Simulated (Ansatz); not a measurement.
**CoNiSb under changes of volume**

One of the cells (13.982 Å³/atom); the others are scaled copies at fixed shape and fractional positions:

```
CELL_PARAMETERS angstrom
4.24327 0.00000 0.00000
-2.12164 3.67478 0.00000
0.00000 0.00000 5.38024
ATOMIC_POSITIONS crystal
Sb 0.33333 0.66667 0.25000
Sb 0.66667 0.33333 0.75000
Ni 0.33333 0.66667 0.75000
Ni 0.66667 0.33333 0.25000
Co 0.00000 0.00000 0.00000
Co 0.00000 0.00000 0.50000
```

The cell comes from a database or a generator and needn't be the stable form of this composition.

```yaml
Program: Ansatz 0.2.0
Functional: PBE
Potentials_or_basis: Ansatz PAW
Cutoff: "420 eV (not typed: the program's choice for these potentials)"
k_mesh: 7 × 7 × 5
Occupations: fermi-dirac, width 0.05 eV
Spin: collinear spin, ferromagnetic start
Starting_moments: "[0.0, 0.0, 1.0, 1.0, 2.0, 2.0] μB"
```

```csv
volume (Å³/atom),energy over the lowest point (meV/atom),pressure (GPa),moment (μB per cell)
13.143,27.23,10.4,0.75
13.423,12.92,6.4,0.95
13.703,?,?,?
13.982,0.00,0.8,1.85
14.262,1.06,-1.9,1.98
14.542,6.77,-4.3,2.12
14.821,16.32,-6.2,2.31
```

**Question.** What does the run at 13.703 Å³/atom give?

**Answer.** Energy over the lowest point 4.11 meV/atom; pressure 3.8 GPa; moment 1.67 μB per cell.

Worked out: A Birch-Murnaghan fit of order 3 (a polynomial in V^(-2/3)) to the other rows has its minimum at 14.06 Å³/atom with B0 = V·E''(V) = 136 GPa (rough, since the energies scatter) at fixed shape and positions, which overstates the stiffness. It gives 3.89 meV/atom at 13.703 Å³/atom, against the run's 4.11, and -dE/dV = 3.6 GPa, against 3.8. A parabola through the other rows of the moment, of slope 1.17 μB per Å³/atom there, gives 1.44 μB, against the run's 1.67.

Energies are extrapolated to zero smearing.
